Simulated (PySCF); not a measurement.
**[ReS2]-: one geometry, several methods**

How much do the numbers for [ReS2]- (quintet) hang on the method? All levels run at one geometry, the PBE0 minimum.

The runs use PySCF 2.14.0; several methods, basis Re def2-TZVPD with ECP60, S def2-TZVPD, scalar-relativistic core potentials, no spin–orbit coupling, density fitting.

## (1) The system as given

3 atoms, charge -1, spin multiplicity 5.

Bond lengths: Re1–S2 2.172 Å, Re1–S3 2.172 Å. Angles: S2–Re1–S3 125.2°.

Coordinates in bohr (charge -1 multiplicity 5):
```
Re   -0.3463   -0.3463    0.0000
S     0.9906    0.9906    3.6440
S     0.9906    0.9906   -3.6440
```

## (2) PBE0

The steps are one call of a driver around PySCF; scf.py gives each level's set-up. Each SCF starts from the density of the minimum. The driver also runs the species with one electron less or more at the same geometry (one less: multiplicity 4); their logs are not shown.

The input, scf.py:

```python
from pyscf import gto, scf, dft
mol = gto.M(atom='''
Re    -0.183270    -0.183270    -0.000000
S      0.524185     0.524185     1.928303
S      0.524185     0.524185    -1.928303''',
    basis={'Re': 'def2-TZVPD', 'S': 'def2-TZVPD'},
    ecp={'Re': 'def2-TZVPD'},
    charge=-1, spin=4)
mf = dft.UKS(mol, xc='PBE0')
mf.grids.atom_grid = (99, 590)
aux = {'Re': 'def2-universal-JKFIT', 'S': 'def2-universal-JKFIT'}
mf = mf.density_fit(auxbasis=aux)
mf.kernel()
```

## (3) HF

Edit scf.py of step 2 so:

```diff
@@ -9,2 +9 @@
-mf = dft.UKS(mol, xc='PBE0')
-mf.grids.atom_grid = (99, 590)
+mf = scf.UHF(mol)
```

## (4) MP2

Edit scf.py of step 3 so:

```diff
@@ -12,0 +13,2 @@
+from pyscf.mp import dfump2
+dfump2.DFUMP2(mf, frozen=10).kernel()  # the driver gives MP2 a fitting basis of its own (RI)
```

## (5) PBE

Edit scf.py of step 4 so:

```diff
@@ -9 +9,2 @@
-mf = scf.UHF(mol)
+mf = dft.UKS(mol, xc='PBE')
+mf.grids.atom_grid = (99, 590)
@@ -13,2 +13,0 @@
-from pyscf.mp import dfump2
-dfump2.DFUMP2(mf, frozen=10).kernel()  # the driver gives MP2 a fitting basis of its own (RI)
```

## (6) r2SCAN

Edit scf.py of step 5 so:

```diff
@@ -9 +9 @@
-mf = dft.UKS(mol, xc='PBE')
+mf = dft.UKS(mol, xc='R2SCAN')
```

## (7) B3LYP

Edit scf.py of step 6 so:

```diff
@@ -9 +9 @@
-mf = dft.UKS(mol, xc='R2SCAN')
+mf = dft.UKS(mol, xc='B3LYP')
```

## (8) TPSSh

Edit scf.py of step 7 so:

```diff
@@ -9 +9 @@
-mf = dft.UKS(mol, xc='B3LYP')
+mf = dft.UKS(mol, xc='TPSSH')
```

## (9) LC-wPBE

Edit scf.py of step 8 so:

```diff
@@ -9 +9 @@
-mf = dft.UKS(mol, xc='TPSSH')
+mf = dft.UKS(mol, xc='LC_WPBE')
```

## (10) M06

Edit scf.py of step 9 so:

```diff
@@ -9 +9 @@
-mf = dft.UKS(mol, xc='LC_WPBE')
+mf = dft.UKS(mol, xc='M06')
```

(Steps that only read results are left out.)

Before running it: what results should come out? Wanted: vertical ionisation energy, range; orbital gap, range.

As calculated:

```
                         quantity                            value
vertical ionisation energy, range  1.99 (PBE) to 2.61 (LC-wPBE) eV
               orbital gap, range      -0.24 (M06) to 7.55 (HF) eV
```

What this shows: The vertical ionisation energy spreads over 0.63 eV, from PBE to LC-wPBE; without a CCSD(T) value for it there is no yardstick here. A negative gap means that an empty level lies below a filled one. Spin contamination is strong in at least one of the open-shell species at HF, MP2. Open d and f shells are described by one determinant, and the ground state may have another occupation or spin. With an element this heavy the missing spin–orbit coupling can shift these numbers.
